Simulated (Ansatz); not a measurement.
# FH9Si3: the cost of one run

All numbers below are computed with Ansatz 0.2.0 (UHF/6-31G).

### 1 Starting point

Bond lengths: Si1–Si2 2.598 Å, Si1–H3 1.503 Å, Si1–H4 1.459 Å, Si1–Si5 2.305 Å, Si1–F7 2.005 Å, Si2–H8 1.463 Å, Si2–H9 1.460 Å, Si2–H10 1.469 Å, Si5–H11 1.468 Å, Si5–H12 1.461 Å, Si5–H13 1.463 Å. Angles (14 of 22 angles, heavy atoms first): Si2–Si1–Si5 114.1°, Si2–Si1–F7 82.3°, Si5–Si1–F7 87.1°, Si1–Si2–H8 103.6°, Si1–Si2–H9 96.1°, Si1–Si2–H10 135.9°, Si2–Si1–H3 84.9°, Si2–Si1–H4 117.0°, H3–Si1–Si5 105.7°, H3–Si1–F7 164.8°, H4–Si1–Si5 124.8°, H4–Si1–F7 80.4°, Si1–Si5–H11 111.3°, Si1–Si5–H12 112.6°.

Structure file:

```xyz
13

Si   -0.6824    0.4309    0.4815
Si    0.5551   -1.8416    0.7152
H    -1.9023   -0.4117    0.2327
H    -1.1220    1.0749    1.7148
Si   -0.2691    1.5291   -1.5026
H     0.9991   -0.0573    1.0561
F     1.0755    1.1474    1.1280
H    -0.1607   -2.5143    1.7989
H     0.0806   -2.4080   -0.5440
H     1.9543   -2.2745    0.8326
H     0.9429    1.0171   -2.1533
H    -0.0935    2.9679   -1.3206
H    -1.3775    1.3400   -2.4393
```

### 2 Run 1

150 steps of 0.5 fs at constant energy, with velocities drawn for 1000 K.

Input file input.yaml:

```yaml
crystal:
  periodic: [false, false, false]
  atoms:
    - { symbol: Si, position_ang: [-0.6824, 0.4309, 0.4815] }
    - { symbol: Si, position_ang: [0.5551, -1.8416, 0.7152] }
    - { symbol: H, position_ang: [-1.9023, -0.4117, 0.2327] }
    - { symbol: H, position_ang: [-1.122, 1.0749, 1.7148] }
    - { symbol: Si, position_ang: [-0.2691, 1.5291, -1.5026] }
    - { symbol: H, position_ang: [0.9991, -0.0573, 1.0561] }
    - { symbol: F, position_ang: [1.0755, 1.1474, 1.128] }
    - { symbol: H, position_ang: [-0.1607, -2.5143, 1.7989] }
    - { symbol: H, position_ang: [0.0806, -2.408, -0.544] }
    - { symbol: H, position_ang: [1.9543, -2.2745, 0.8326] }
    - { symbol: H, position_ang: [0.9429, 1.0171, -2.1533] }
    - { symbol: H, position_ang: [-0.0935, 2.9679, -1.3206] }
    - { symbol: H, position_ang: [-1.3775, 1.34, -2.4393] }
magnetization:
  spin_polarized: true
basis:
  gaussian: { orbitals: "6-31G" }
hamiltonian:
  xc: hf
md:
  timestep: 0.5
  n_steps: 150
  ensemble: nve
  temperature: 1000.0
  initial_velocities: maxwell_boltzmann
  seed: 294510
```

Run with:

```
> ansatz run input.yaml --threads 1 --pin off --max-ram 2048MiB --backend cpu --events-out ev --progress --plain --runs-dir out
```

**Question.** How long does this run take on 1 thread of an Arm CPU, shared host, and how much memory does it need?

About 5.8 min, with a peak of 0.17 GiB.
